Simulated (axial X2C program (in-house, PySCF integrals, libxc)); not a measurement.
**OTeO: bond lengths and stretches, held linear**

How do method and spin–orbit coupling move the bonds and stretches of OTeO, held linear?

Method: all-electron X2C, two-component (2c) or spin-free, O dyall-av3z, Te dyall-v3z; program: an in-house X2C program for linear molecules on PySCF integrals.

All values are calculated.

2 further runs of the same task are left out: 2 set aside as unsound or not needed.

## (1) Set-up

The input, task.json:

```json
{
 "zs": [
  8,
  52,
  8
 ],
 "q": 0,
 "bas": [
  "dyall-av3z",
  "dyall-v3z",
  "dyall-av3z"
 ],
 "r0": [
  1.85,
  1.85
 ],
 "symm": 1,
 "scan": [
  "PBE0",
  "HF",
  "B3LYP"
 ],
 "levels": [
  "PBE0",
  "HF",
  "BHandHLYP"
 ],
 "nst": 2
}
```

Keys: zs atomic numbers; q charge; bas basis sets; r0 starting distance in Å; symm equal bonds; scan levels of the two-bond scan; levels methods; nst determinants followed.

The run is started by

```sh
$ python solin.py task.json out
```

Masses O 15.995, Te 129.906, O 15.995 u.

## (2) Scan at PBE0, 2c

State: Ω = 0 (all partner blocks equally filled). Energies above the lowest point, from the job's result record:

```
r(O–Te) (Å)  r(Te–O) (Å)  E (meV)
     1.8086       1.8086    73.61
     1.8086       1.8550    32.84
     1.8086       1.9014    59.59
     1.8550       1.8086    32.84
     1.8550       1.8550     0.00
     1.8550       1.9014    34.46
     1.8550       1.9478   120.68
     1.9014       1.8086    59.59
     1.9014       1.8550    34.46
     1.9014       1.9014    76.40
     1.9478       1.8550   120.68
     1.9478       1.9478   270.29
```

A quadratic surface with cubic terms in each bond gives the minimum at 1.853 and 1.853 Å, force constants 5.05, 5.05 and coupling 0.55 mdyn/Å.

## (3) Scan at B3LYP, 2c

State: Ω = 0 (all partner blocks equally filled). Energies above the lowest point, from the job's result record:

```
r(O–Te) (Å)  r(Te–O) (Å)  E (meV)
     1.8086       1.8086   131.27
     1.8086       1.8550    61.72
     1.8086       1.9014    60.38
     1.8550       1.8086    61.72
     1.8550       1.8550     0.00
     1.8550       1.9014     6.25
     1.8550       1.9478    65.04
     1.9014       1.8086    60.38
     1.9014       1.8550     6.25
     1.9014       1.9014    19.85
     1.9478       1.8550    65.04
     1.9478       1.9478   158.40
```

A quadratic surface with cubic terms in each bond gives the minimum at 1.871 and 1.871 Å, force constants 4.65, 4.65 and coupling 0.54 mdyn/Å.

## (4) Scan at PBE0, spin-free

State: M_S = 0, Λ = 0 (closed shell). Energies above the lowest point, from the job's result record:

```
r(O–Te) (Å)  r(Te–O) (Å)  E (meV)
     1.8086       1.8086    69.09
     1.8086       1.8550    30.57
     1.8086       1.9014    59.77
     1.8550       1.8086    30.57
     1.8550       1.8550     0.00
     1.8550       1.9014    36.91
     1.8550       1.9478   125.85
     1.9014       1.8086    59.77
     1.9014       1.8550    36.91
     1.9014       1.9014    81.30
     1.9478       1.8550   125.85
     1.9478       1.9478   280.51
```

A quadratic surface with cubic terms in each bond gives the minimum at 1.852 and 1.852 Å, force constants 5.09, 5.09 and coupling 0.55 mdyn/Å.

## (5) Comparison

| level | r(O–Te) (Å) | r(Te–O) (Å) | lower stretch (cm⁻¹) | upper stretch (cm⁻¹) |
| --- | --- | --- | --- | --- |
| PBE0, 2c | 1.853 | 1.853 | 770.7 | 771.0 |
| B3LYP, 2c | 1.871 | 1.871 | 736.6 | 742.2 |
| PBE0, spin-free | 1.852 | 1.852 | 774.2 | 774.9 |
| HF, spin-free | 1.792 | 1.792 | 882.2 | 895.7 |
| B3LYP, spin-free | 1.870 | 1.870 | 741.0 | 745.9 |

Scans not shown above were run alike.

In words: Over the levels the O–Te bond spans 1.792 to 1.871 Å and the Te–O bond 1.792 to 1.871 Å. At PBE0 going from spin-free to two-component moves the bonds by +0.001 and +0.001 Å. Each state is one determinant, the lowest of a limited PBE0 search; the stretches come from a fit to few points and are good to some per cent at best. The upper stretch spreads by more than a fifth over the levels, so it depends strongly on the method. The stretches are sorted by size, and where the two bonds are alike the symmetric and antisymmetric modes can swap order between levels. The molecule was held linear; bending was not examined, so a bent shape may lie lower.
